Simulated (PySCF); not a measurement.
**CH8N2Si2: electronic excitations and core binding energies**

Wanted: the electronic excitations and core binding energies of CH8N2Si2 (`CN1[SiH2]N[SiH2]1`), by calculation.

The runs use PySCF 2.14.0, with density-fitted response routines of our own; the level of theory stands in each step. All values are computed, except where a source is named. Atoms are numbered from 0 throughout.

**1. The molecule as given**

13 atoms, charge 0, multiplicity 1; geometry from: GFN2-xTB.

Bonds of the start (Å): C0–N1 1.43, N1–Si2 1.74, Si2–N3 1.74, N3–Si4 1.74, Si4–N1 1.74, C0–H5 1.09, C0–H6 1.09, C0–H7 1.10, Si2–H8 1.46, Si2–H9 1.46, N3–H10 1.00, Si4–H11 1.46, Si4–H12 1.46.

**2. TDDFT and polarisability: CAM-B3LYP/def2-SVPD**

What the job is given:

```
{"job": {"kind": "uv", "xc": "CAM-B3LYP", "basis": "def2-SVPD", "nstates": 8, "ntriplets": 3}, "charge": 0, "multiplicity": 1}
C     -1.788745    -0.443082     0.283368
N     -0.400966    -0.121327     0.130658
Si     0.931705    -1.048850    -0.503652
N      1.801183     0.438436    -0.262392
Si     0.453865     1.389011     0.292278
H     -1.904996    -1.497342     0.540993
H     -2.230841     0.158352     1.079819
H     -2.358932    -0.255773    -0.635444
H      1.336973    -2.152174     0.364486
H      0.807646    -1.452167    -1.904453
H      2.755561     0.684466    -0.442849
H      0.550665     1.856984     1.673436
H      0.042494     2.443952    -0.633976
```

Level: TDDFT CAM-B3LYP/def2-SVPD, vertical, gas phase, core orbitals frozen in the response.

What it wrote:

```text
coarse grid: 11424 points
cycle   1  E = -730.9493013920  dE =  6.020e-01  |g| = 5.941e-01  |ddm| = 4.801e+00
cycle   2  E = -730.9113615442  dE =  3.794e-02  |g| = 7.324e-01  |ddm| = 1.387e+00
cycle   3  E = -731.0293420755  dE = -1.180e-01  |g| = 4.048e-02  |ddm| = 7.188e-01
cycle   4  E = -731.0297558852  dE = -4.138e-04  |g| = 1.518e-02  |ddm| = 8.733e-02
cycle   5  E = -731.0298042975  dE = -4.841e-05  |g| = 5.865e-03  |ddm| = 2.607e-02
cycle   6  E = -731.0298112911  dE = -6.994e-06  |g| = 1.411e-03  |ddm| = 7.464e-03
final grid: 100024 points
cycle   7  E = -731.1221985844  dE = -1.425e-05  |g| = 3.271e-03  |ddm| = 4.710e-02
cycle   8  E = -731.1221975812  dE =  1.003e-06  |g| = 4.010e-03  |ddm| = 9.419e-03
cycle   9  E = -731.1222010224  dE = -3.441e-06  |g| = 2.443e-04  |ddm| = 3.687e-03
cycle  10  E = -731.1222010364  dE = -1.399e-08  |g| = 9.762e-05  |ddm| = 5.224e-04
cycle  11  E = -731.1222010390  dE = -2.583e-09  |g| = 2.904e-05  |ddm| = 2.507e-04
cycle  12  E = -731.1222010392  dE = -2.121e-10  |g| = 8.708e-06  |ddm| = 5.317e-05
converged SCF energy = -731.1222010392

Static polarisability (au): isotropic 74.096, principal 65.537 75.482 81.270

Singlet excitations
state   eV       nm        f      main configurations
  1   4.8909    253.5   0.00413   H->L 0.96
  2   5.5830    222.1   0.00609   H-1->L 0.93
  3   6.1542    201.5   0.01065   H->L+1 0.79, H->L+3 0.17
  4   6.5656    188.8   0.00169   H->L+4 0.74, H->L+2 0.22
  5   6.8610    180.7   0.01232   H-1->L+1 0.76, H-1->L+3 0.14
  6   6.9938    177.3   0.01563   H->L+3 0.77, H->L+1 0.14
  7   7.1141    174.3   0.00011   H-1->L+4 0.30, H->L+2 0.28, H-1->L+2 0.24
  8   7.2315    171.5   0.00000   H->L+2 0.45, H-1->L+4 0.18, H->L+4 0.15

Triplet excitations (Tamm-Dancoff, eV): 4.6959 5.3185 6.0534
```

It took 29 s on 1 thread, shared host.

Frontier orbitals and where they lie:

```tsv
orbital	eV	atoms
HOMO−3	-11.18	Si2 22 %, Si4 22 %, H8 13 %
HOMO−2	-10.22	N1 34 %, Si4 12 %, C0 12 %
HOMO−1	-8.58	N3 48 %, Si2 12 %, Si4 12 %
HOMO	-7.82	N1 53 %, N3 12 %, C0 11 %
LUMO	0.40	Si4 18 %, Si2 18 %, C0 9 %
LUMO+1	1.36	Si4 27 %, Si2 27 %, C0 8 %
LUMO+2	1.88	Si4 29 %, Si2 29 %, H10 8 %
```

With each of the 8 states as a Gaussian band of 0.4 eV half-width at 1/e, the curve within the window shown has maxima at 248 nm (ε 180), 180 nm (ε 1,100) L/(mol cm). Beyond the last state computed it falls off for lack of states. The curve at chosen wavelengths:

(nm, ε (L/mol/cm)): (165, 136), (170, 487), (175, 956), (180, 1144), (185, 949), (190, 675), (195, 548), (200, 524), (205, 493), (210, 433), (215, 375), (220, 331), (225, 290), (229, 254), (234, 215), (239, 192), (244, 185), (249, 185), (254, 179), (259, 163), (264, 136), (269, 105), (274, 75), (279, 50), (284, 31), (289, 18)

Further results of this job:

```tsv
property	computed
dipole moment (D)	0.20
polarisability (Å³)	10.98
HOMO–LUMO gap (eV)	8.23
−ε(HOMO) (eV)	7.82
```

**3. Core holes by ΔSCF: SCAN, X2C**

Same as in step 2 but for these lines:

```diff
@@ -1,2 +1,2 @@
-{"job": {"kind": "uv", "xc": "CAM-B3LYP", "basis": "def2-SVPD", "nstates": 8, "ntriplets": 3}, "charge": 0, "multiplicity": 1}
+{"job": {"kind": "xps"}, "charge": 0, "multiplicity": 1}
 C     -1.788745    -0.443082     0.283368
```

With the program's defaults for keys left out, this is: delta-SCF UKS SCAN, pcX-2 on the ionised atom, pcseg-1 elsewhere, spin-free X2C.

What it wrote:

```text
ground state, core basis on atom 0 (C), 149 functions
  cycle   1  E = -732.40554704  |g| = 7.17e-01
  cycle   2  E = -732.15233230  |g| = 1.23e+00
  cycle   3  E = -732.51990568  |g| = 9.04e-02
  cycle   4  E = -732.52150280  |g| = 4.89e-02
  cycle   5  E = -732.52201110  |g| = 1.14e-02
  cycle   6  E = -732.52203457  |g| = 6.16e-03
  cycle   7  E = -732.52204301  |g| = 1.19e-03
  cycle   8  E = -732.52204052  |g| = 1.04e-04
  E(ground) = -732.59389351 Eh
hole in C 1s of atom 0
  cycle   1  E = -721.26178915  |g| = 1.50e+00
  cycle   2  E = -719.21278778  |g| = 2.36e+00
  cycle   3  E = -721.51332703  |g| = 7.93e-01
  cycle   4  E = -721.75618541  |g| = 3.71e-01
  cycle   5  E = -721.81144842  |g| = 9.83e-02
  cycle   6  E = -721.81504667  |g| = 2.74e-02
  cycle   7  E = -721.81536189  |g| = 1.43e-02
  cycle   8  E = -721.81545996  |g| = 5.26e-03
  cycle   9  E = -721.81548064  |g| = 1.76e-03
  cycle  10  E = -721.81548396  |g| = 5.05e-04
  cycle  11  E = -721.81548699  |g| = 1.15e-04
  E(ion) = -721.88628988 Eh   <S^2> = 0.7703   hole on atom = 1.000   binding energy = 291.369 eV
ground state, core basis on atom 1 (N), 149 functions
  cycle   1  E = -732.53999856  |g| = 7.48e-02
  cycle   2  E = -732.53997788  |g| = 2.60e-02
  cycle   3  E = -732.53995188  |g| = 2.90e-02
  cycle   4  E = -732.54011349  |g| = 6.03e-03
  cycle   5  E = -732.54012345  |g| = 8.29e-04
  cycle   6  E = -732.54012484  |g| = 1.31e-04
  E(ground) = -732.61023542 Eh
hole in N 1s of atom 1
  cycle   1  E = -716.99316406  |g| = 1.88e+00
  cycle   2  E = -716.19241783  |g| = 2.18e+00
  cycle   3  E = -717.65422310  |g| = 4.15e-01
  cycle   4  E = -717.70610019  |g| = 1.48e-01
  cycle   5  E = -717.71302951  |g| = 8.12e-02
  cycle   6  E = -717.71604382  |g| = 8.64e-03
  cycle   7  E = -717.71607695  |g| = 4.23e-03
  cycle   8  E = -717.71608626  |g| = 1.18e-03
  cycle   9  E = -717.71608713  |g| = 4.15e-04
  E(ion) = -717.78493138 Eh   <S^2> = 0.7661   hole on atom = 1.000   binding energy = 403.417 eV
ground state, core basis on atom 2 (Si), 160 functions
  cycle   1  E = -732.62496398  |g| = 2.89e-01
  cycle   2  E = -732.62500289  |g| = 4.86e-02
  cycle   3  E = -732.62493767  |g| = 4.28e-02
  cycle   4  E = -732.62525763  |g| = 1.29e-02
  cycle   5  E = -732.62529311  |g| = 1.61e-03
  cycle   6  E = -732.62529437  |g| = 3.00e-04
  E(ground) = -732.65579587 Eh
hole in Si 1s of atom 2
  cycle   1  E = -663.69542693  |g| = 4.35e+00
  cycle   2  E = -663.57569976  |g| = 2.24e+00
  cycle   3  E = -664.28572209  |g| = 8.81e-01
  cycle   4  E = -664.69486914  |g| = 3.33e-01
  cycle   5  E = -664.73623427  |g| = 1.61e-01
  cycle   6  E = -664.74805214  |g| = 3.79e-02
  cycle   7  E = -664.74846081  |g| = 2.11e-02
  cycle   8  E = -664.74865371  |g| = 6.81e-03
  cycle   9  E = -664.74867229  |g| = 1.85e-03
  cycle  10  E = -664.74867314  |g| = 3.95e-04
  E(ion) = -664.78680143 Eh   <S^2> = 0.7521   hole on atom = 1.000   binding energy = 1846.809 eV
hole in Si 2p of atom 2
  cycle   1  E = -728.35552394  |g| = 1.24e+00
  cycle   2  E = -728.14892392  |g| = 1.18e+00
  cycle   3  E = -728.61116612  |g| = 3.45e-01
  cycle   4  E = -728.66835104  |g| = 1.41e-01
  cycle   5  E = -728.67618955  |g| = 5.45e-02
  cycle   6  E = -728.67761328  |g| = 1.14e-02
  cycle   7  E = -728.67765041  |g| = 7.28e-03
  cycle   8  E = -728.67767317  |g| = 1.98e-03
  cycle   9  E = -728.67767341  |g| = 4.56e-04
  E(ion) = -728.71885392 Eh   <S^2> = 0.7519   hole on atom = 1.003   binding energy = 107.130 eV
  2p3/2 = 106.882 eV   2p1/2 = 107.507 eV
ground state, core basis on atom 3 (N), 149 functions
  cycle   1  E = -732.53972056  |g| = 7.68e-02
  cycle   2  E = -732.53970315  |g| = 2.95e-02
  cycle   3  E = -732.53970365  |g| = 3.08e-02
  cycle   4  E = -732.53990282  |g| = 6.03e-03
  cycle   5  E = -732.53991435  |g| = 4.90e-04
  E(ground) = -732.61004941 Eh
hole in N 1s of atom 3
  cycle   1  E = -716.99473512  |g| = 1.87e+00
  cycle   2  E = -716.39355326  |g| = 2.06e+00
  cycle   3  E = -717.66423286  |g| = 3.68e-01
  cycle   4  E = -717.69702296  |g| = 1.69e-01
  cycle   5  E = -717.70883500  |g| = 6.47e-02
  cycle   6  E = -717.71066811  |g| = 1.46e-02
  cycle   7  E = -717.71075934  |g| = 4.71e-03
  cycle   8  E = -717.71077224  |g| = 1.14e-03
  cycle   9  E = -717.71077379  |g| = 4.38e-04
  E(ion) = -717.77964693 Eh   <S^2> = 0.7654   hole on atom = 1.000   binding energy = 403.556 eV
```

It took 75 s on 1 thread, shared host.

Binding energies by hole, beside the orbital energy of the ground state; the difference holds orbital relaxation and, for a density functional, its self-interaction error:

```tsv
hole	stands for	environment	ΔSCF (eV; 2p as the shell's mean)	−ε (eV)	⟨S²⟩
C1s on C0	C0	methyl carbon bonded to N	291.37	274.1	0.770
N1s on N1	N1	nitrogen bonded to C, 2 Si, in a 4-membered ring	403.42	384.9	0.766
Si1s on Si2	Si2, Si4	silicon bonded to 2 N, 2 H, in a 4-membered ring	1846.81	1793.5	0.752
Si2p on Si2	Si2, Si4	silicon bonded to 2 N, 2 H, in a 4-membered ring	107.09	96.2	0.752
N1s on N3	N3	nitrogen bonded to 2 Si, H, in a 4-membered ring	403.56	384.9	0.765
```

Each hole run stands for the others of its class of like atoms.

With the spin-orbit splitting: Si2 2p3/2 106.88, 2p1/2 107.51 eV. The table gives each 2p level as the mean over the whole 2p shell (two parts 2p3/2, one part 2p1/2), which differs a little from the single hole in the log.

**4. Results**

| quantity | value |
| --- | --- |
| lowest singlet (CAM-B3LYP/def2-SVPD) | 4.89 eV (253 nm), f = 0.004 |
| brightest single state of those computed | state 6, 6.99 eV, f = 0.016 |
| lowest triplet | 4.70 eV |
| N1s binding energies, SCAN/pcX-2 | N3 403.56, N1 403.42 eV |
| C1s binding energies, SCAN/pcX-2 | C0 291.37 eV |
| Si1s binding energies, SCAN/pcX-2 | Si2 1846.81 eV |
| Si2p binding energies, SCAN/pcX-2 | Si2 107.09 eV |

**Reading.** The lowest singlet, at 4.89 eV, is HOMO→LUMO 0.96 and is weak; of the 8 states computed, the strongest absorption comes from state 6 at 6.99 eV. The lowest triplet lies 0.20 eV below the lowest singlet (triplets in Tamm-Dancoff, singlets in full TDDFT). N3 (nitrogen bonded to 2 Si, H, in a 4-membered ring) binds its N1s electron 0.14 eV more tightly than N1 (nitrogen bonded to C, 2 Si, in a 4-membered ring).
